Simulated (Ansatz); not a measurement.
# C₈H₂₀O₂Si: up Jacob's ladder to CCSD(T)

The task here is to estimate one member of a computed series from the others.

The runs use Ansatz 0.2.0, Gaussian basis; functionals in def2-TZVPP, the program's frozen cores in correlated methods.

Levels to be run: LDA (SPW92), PBE-D4, revPBE-D4, BLYP-D4, r2SCAN-D4, B97M-V, PBE0-D4, B3LYP-D4, r2SCANh-D4, r2SCAN0-D4, HSE06-D4, BHLYP-D4, CAM-B3LYP-D4, LC-ωPBE, ωB97X-V, ωB97M-V, B2PLYP, PBE-QIDH; CCSD(T)/def2-SVP; CCSD(T)/def2-TZVPP; MP2/def2-QZVPP; extrapolation to the limit; RPA on PBE.

**Structure used throughout**

All runs share one geometry, relaxed beforehand with PBE0-D4 in a triple-zeta def2 set.

SMILES `CC(C)(C)O[SiH2]OC(C)(C)C`, 31 atoms, charge 0, spin multiplicity 1.

Atoms are counted from 1 here; the program's logs count them from 0.

Bond lengths: C1–C2 1.521 Å, C1–H12 1.092 Å, C1–H13 1.092 Å, C1–H14 1.092 Å, C2–C3 1.519 Å, C2–C4 1.522 Å, C2–O5 1.430 Å, C3–H15 1.092 Å, C3–H16 1.092 Å, C3–H17 1.092 Å, C4–H18 1.093 Å, C4–H19 1.091 Å, C4–H20 1.092 Å, O5–Si6 1.633 Å, Si6–O7 1.633 Å, Si6–H21 1.484 Å, Si6–H22 1.484 Å, O7–C8 1.430 Å and more. Angles: C2–C1–H12 110.1°, C2–C1–H13 110.7°, C2–C1–H14 110.8°, H12–C1–H13 108.4°, H12–C1–H14 108.6°, H13–C1–H14 108.2°, C1–C2–C3 110.6°, C1–C2–C4 110.6°, C1–C2–O5 108.5°, C3–C2–C4 110.4°, C3–C2–O5 105.9°, C4–C2–O5 110.7°, C2–C3–H15 110.8°, C2–C3–H16 110.3°, C2–C3–H17 110.1°, H15–C3–H16 108.6°, H15–C3–H17 108.7°, H16–C3–H17 108.3° and more.

As a file:

```xyz
31

C    -3.2583    0.7188   -1.1063
C    -1.9255   -0.0099   -1.1929
C    -2.0865   -1.3335   -1.9203
C    -0.8851    0.8557   -1.8894
O    -1.5028   -0.3415    0.1326
Si   -0.7656    0.5822    1.2599
O     0.8204    0.8565    0.9825
C     1.9452   -0.0110    1.1482
C     2.3401   -0.0135    2.6175
C     3.0552    0.5815    0.2975
C     1.6122   -1.4206    0.6800
H    -3.9891    0.1031   -0.5782
H    -3.1484    1.6628   -0.5678
H    -3.6451    0.9386   -2.1041
H    -2.4383   -1.1745   -2.9421
H    -1.1321   -1.8626   -1.9590
H    -2.8071   -1.9647   -1.3968
H    -0.7446    1.8049   -1.3661
H     0.0785    0.3447   -1.9300
H    -1.2017    1.0787   -2.9108
H    -1.3586    1.9414    1.3176
H    -0.9720   -0.1653    2.5252
H     1.5358   -0.4226    3.2330
H     2.5472    1.0049    2.9521
H     3.2342   -0.6205    2.7773
H     2.7572    0.6019   -0.7528
H     3.2654    1.6049    0.6138
H     3.9705   -0.0076    0.3884
H     1.3041   -1.4177   -0.3671
H     0.8015   -1.8536    1.2716
H     2.4856   -2.0688    0.7818
```

Set-up of the first run:

in.yaml reads:

```yaml
crystal:
  periodic: [false, false, false]
  atoms:
    - {symbol: C, position_ang: [-3.258328, 0.718800, -1.106300]}
    - {symbol: C, position_ang: [-1.925541, -0.009915, -1.192864]}
    - {symbol: C, position_ang: [-2.086527, -1.333538, -1.920255]}
    - {symbol: C, position_ang: [-0.885150, 0.855714, -1.889429]}
    - {symbol: O, position_ang: [-1.502849, -0.341462, 0.132589]}
    - {symbol: Si, position_ang: [-0.765606, 0.582241, 1.259936]}
    - {symbol: O, position_ang: [0.820378, 0.856541, 0.982513]}
    - {symbol: C, position_ang: [1.945198, -0.011040, 1.148177]}
    - {symbol: C, position_ang: [2.340127, -0.013454, 2.617480]}
    - {symbol: C, position_ang: [3.055205, 0.581539, 0.297472]}
    - {symbol: C, position_ang: [1.612215, -1.420621, 0.680048]}
    - {symbol: H, position_ang: [-3.989113, 0.103143, -0.578232]}
    - {symbol: H, position_ang: [-3.148419, 1.662816, -0.567837]}
    - {symbol: H, position_ang: [-3.645053, 0.938599, -2.104123]}
    - {symbol: H, position_ang: [-2.438274, -1.174550, -2.942108]}
    - {symbol: H, position_ang: [-1.132092, -1.862602, -1.958985]}
    - {symbol: H, position_ang: [-2.807057, -1.964700, -1.396817]}
    - {symbol: H, position_ang: [-0.744581, 1.804944, -1.366120]}
    - {symbol: H, position_ang: [0.078466, 0.344669, -1.930032]}
    - {symbol: H, position_ang: [-1.201710, 1.078738, -2.910824]}
    - {symbol: H, position_ang: [-1.358627, 1.941410, 1.317584]}
    - {symbol: H, position_ang: [-0.971955, -0.165333, 2.525207]}
    - {symbol: H, position_ang: [1.535844, -0.422611, 3.233044]}
    - {symbol: H, position_ang: [2.547153, 1.004913, 2.952147]}
    - {symbol: H, position_ang: [3.234233, -0.620540, 2.777293]}
    - {symbol: H, position_ang: [2.757246, 0.601907, -0.752846]}
    - {symbol: H, position_ang: [3.265385, 1.604906, 0.613801]}
    - {symbol: H, position_ang: [3.970530, -0.007612, 0.388397]}
    - {symbol: H, position_ang: [1.304140, -1.417652, -0.367059]}
    - {symbol: H, position_ang: [0.801504, -1.853569, 1.271630]}
    - {symbol: H, position_ang: [2.485558, -2.068779, 0.781814]}
basis:
  gaussian: {orbitals: def2-TZVPP}
hamiltonian: {xc: lda}
output: {orbitals: {seedname: orbitals}}
```

Command:

```bash
$ ansatz run in.yaml --threads 11 --pin off --events-out ev --progress --plain --max-ram 174080MiB --backend cuda --devices 0, --max-vram 75GiB
```

Steps of the session up to this table: LDA; PBE-D4 (GGA); revPBE-D4 (GGA); BLYP-D4 (GGA); r2SCAN-D4 (meta-GGA); B97M-V (meta-GGA); B3LYP-D4 (hybrid); r2SCANh-D4 (hybrid); r2SCAN0-D4 (hybrid); HSE06-D4 (hybrid); BHLYP-D4 (hybrid); CAM-B3LYP-D4 (range-separated); LC-ωPBE (range-separated); ωB97X-V (range-separated); ωB97M-V (range-separated); B2PLYP (double hybrid); PBE-QIDH (double hybrid).

One table of the session follows, with a row left open; its other results are not shown here.

It belongs to the step «Orbital energies across the functionals». 

```
  functional  HOMO (eV)  LUMO (eV)  gap (eV)
 LDA (SPW92)      -6.59      -0.21      6.38
      PBE-D4      -6.41       0.06      6.47
   revPBE-D4      -6.33       0.21      6.54
     BLYP-D4      -6.30       0.12      6.43
   r2SCAN-D4      -6.72       0.62      7.33
      B97M-V      -6.91       0.09      7.01
     PBE0-D4      -7.92       0.87      8.79
    B3LYP-D4      -7.68       0.59      8.27
  r2SCANh-D4          ?          ?         ?
  r2SCAN0-D4      -8.14       1.23      9.37
    HSE06-D4      -7.51       0.50      8.01
    BHLYP-D4      -9.38       1.54     10.91
CAM-B3LYP-D4      -9.35       1.68     11.04
     LC-ωPBE     -10.66       2.96     13.62
     ωB97X-V     -10.36       2.70     13.06
     ωB97M-V     -10.31       2.33     12.63
```

Estimate the missing values for r2SCANh-D4.

Worked estimate for «HOMO (eV)». Against the share of exact exchange, r2SCAN-D4 (0, -6.72), r2SCAN0-D4 (0.25, -8.14) give a slope of -5.68 per unit share; at 0.1 the line stands at -7.29.

The run gave: HOMO (eV): -7.28; LUMO (eV): 0.87; gap (eV): 8.16. In «HOMO (eV)» the line misses by -0.01.
